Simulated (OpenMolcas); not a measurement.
# B2Cl4 (SMILES ClB(Cl)B(Cl)Cl) at APF/ANO-S-VTZP (RICD fitting)

Aim: the energy change on altering one bond length of B2Cl4 at APF/ANO-S-VTZP (RICD fitting), from 2 runs. 

The calculation is run with OpenMolcas 26.06.

## 1. The structure to begin with

The species is B2Cl4 (6 atoms), meant as a singlet with charge 0. SMILES: `ClB(Cl)B(Cl)Cl`. Geometry: relaxed at GFN2-xTB.

Bond lengths: Cl1–B2 1.719 Å, B2–Cl3 1.720 Å, B2–B4 1.709 Å, B4–Cl5 1.720 Å, B4–Cl6 1.719 Å. Angles: Cl1–B2–Cl3 116.7°, Cl1–B2–B4 121.7°, Cl3–B2–B4 121.6°, B2–B4–Cl5 121.6°, B2–B4–Cl6 121.7°, Cl5–B4–Cl6 116.7°.

## 2. Energy and gradient at APF/ANO-S-VTZP (RICD fitting)

The input, mol.xyz:

```xyz
6

Cl    -1.776690    -1.364450     0.460390
B     -0.197210    -0.685080     0.470950
Cl     0.973250    -1.465630     1.460180
B      0.194260     0.690230    -0.464470
Cl     1.778970     1.358440    -0.466490
Cl    -0.972580     1.466490    -1.460560
```

The input, job.input:

```
&GATEWAY
Coord = mol.xyz
Basis = ANO-S-VTZP
Group = NoSym
RICD
&SEWARD
GridInput
Grid=UltraFine
End of Grid
&SCF
KSDFT = HYB_GGA_XC_APF
PrOrbitals = 1 1
&ALASKA
```

On the command line:

```console
$ export MOLCAS_MEM=1860
$ pymolcas job.input > job.log
```

The log of the run:

```text
--- Start Module: gateway ---
[...]
--- Stop Module: gateway /rc=_RC_ALL_IS_WELL_ ---
[...]
      Basis functions          154
[...]
--- Start Module: scf ---
[...]
       Convergence after  11 Iterations
[...]
::    Total KS-DFT energy                           -1890.2483085002
[...]
      Total spin, S                                     0.0000000000
[...]
      Total electronic charge=   78.000000
      Total            charge=   -0.000000
[...]
      Dipole Moment (debye):
      Origin of the operator (angstrom)=    0.0004   -0.0008   -0.0010
                   X= -6.3598E-03               Y=  5.5669E-03               Z=  5.8945E-03           Total=  1.0305E-02
      Quadrupole Moment (debye*angstrom):
[...]
--- Stop Module: scf /rc=_RC_ALL_IS_WELL_ ---
[...]
--- Start Module: alaska ---
[...]
 *              Molecular gradients               *
 **************************************************
  Irreducible representation: a
 ------------------------------------------------------------------------------------------
                              X                       Y                       Z
 ------------------------------------------------------------------------------------------
  CL1               1.40260726769199E-02    2.96993255322242E-03    2.26824442436113E-03
  B2               -8.06800003004260E-04   -2.02519555689884E-03    1.54447255280088E-03
  CL3              -1.18539472939041E-02    3.87661820880325E-03   -7.11481909646494E-03
  B4                4.05605664568931E-04    2.28504846248923E-03   -1.31847069685875E-03
  CL5              -1.38417412568614E-02   -3.01075471188206E-03   -2.39277565826423E-03
  CL6               1.20708102124318E-02   -4.09564895557324E-03    7.01334847430957E-03
 ------------------------------------------------------------------------------------------
--- Stop Module: alaska /rc=_RC_ALL_IS_WELL_ ---
[...]
```

It took 71 s on 1 thread of Intel Xeon Platinum 8488C (Sapphire Rapids), shared host; peak memory 0.39 GiB.

## 3. The distorted shape

The input, mol.xyz:

```xyz
6

Cl    -1.874556    -1.708274     0.694242
B     -0.295076    -1.028904     0.704802
Cl     0.875384    -1.809454     1.694032
B      0.194260     0.690230    -0.464470
Cl     1.778970     1.358440    -0.466490
Cl    -0.972580     1.466490    -1.460560
```

The input, job.input:

```
&GATEWAY
 Coord=mol.xyz
 Basis=ANO-S-VTZP
 Group=NoSym
 RICD

&SEWARD
 GridInput
 Grid=UltraFine
 End of Grid

&SCF
 KSDFT=HYB_GGA_XC_APF
 PrOrbitals=1 1

&ALASKA
```

On the command line:

```console
$ export MOLCAS_MEM=1860
$ pymolcas job.input > job.log
```

The log of the run:

```text
--- Start Module: gateway ---
[...]
--- Stop Module: gateway /rc=_RC_ALL_IS_WELL_ ---
[...]
      Basis functions          154
[...]
--- Start Module: scf ---
[...]
       Convergence after  12 Iterations
[...]
::    Total KS-DFT energy                           -1890.2164792688
[...]
      Total spin, S                                     0.0000000000
[...]
      Total electronic charge=   78.000000
      Total            charge=   -0.000000
[...]
      Dipole Moment (debye):
      Origin of the operator (angstrom)=   -0.0485   -0.1727    0.1160
                   X= -5.6691E-03               Y=  3.7269E-03               Z=  3.6177E-03           Total=  7.6887E-03
      Quadrupole Moment (debye*angstrom):
[...]
--- Stop Module: scf /rc=_RC_ALL_IS_WELL_ ---
[...]
--- Start Module: alaska ---
[...]
 *              Molecular gradients               *
 **************************************************
  Irreducible representation: a
 ------------------------------------------------------------------------------------------
                              X                       Y                       Z
 ------------------------------------------------------------------------------------------
  CL1               1.12708743186616E-02   -1.36315585985436E-03    4.68641926666713E-03
  B2               -1.38208330981466E-02   -4.77124508832603E-02    3.26490193868905E-02
  CL3              -1.15879513304584E-02   -5.78254804548095E-04   -3.57838037676572E-03
  B4                1.34064894399282E-02    4.79991805227158E-02   -3.23929192388002E-02
  CL5              -1.10740870642161E-02    1.31352824851660E-03   -4.84560998497185E-03
  CL6               1.18055077340848E-02    3.41152776295317E-04    3.48147094705453E-03
 ------------------------------------------------------------------------------------------
--- Stop Module: alaska /rc=_RC_ALL_IS_WELL_ ---
[...]
```

It took 77 s on 1 thread of Intel Xeon Platinum 8488C (Sapphire Rapids), shared host; peak memory 0.39 GiB.

## 4. Summary of results

At APF/ANO-S-VTZP (RICD fitting):

```
                                                         quantity           value
                                        first shape: total energy  -1890.24831 Eh
                                       first shape: dipole moment          0.01 D
                                         first shape: HOMO energy        -8.67 eV
                                         first shape: LUMO energy        -3.41 eV
                                       first shape: HOMO–LUMO gap         5.26 eV
                            first shape: largest force on an atom      0.748 eV/Å
                                    distorted shape: total energy  -1890.21648 Eh
                                   distorted shape: dipole moment          0.01 D
                                     distorted shape: HOMO energy        -7.91 eV
                                     distorted shape: LUMO energy        -2.79 eV
                                   distorted shape: HOMO–LUMO gap         5.12 eV
                        distorted shape: largest force on an atom      3.057 eV/Å
energy change with the B2–B4 bond stretched from 1.709 to 2.136 Å        0.866 eV
```

What this shows: With the B2–B4 bond stretched from 1.709 to 2.136 Å the energy rises by 0.87 eV (20.0 kcal/mol). The first shape isn't relaxed at this level, so the change isn't measured from a minimum. The largest force (first shape) is 0.75 eV/Å: the shape isn't a stationary point for this species at this level. Mulliken charges (first shape) run from -0.14 on B2 to +0.07 on Cl1.
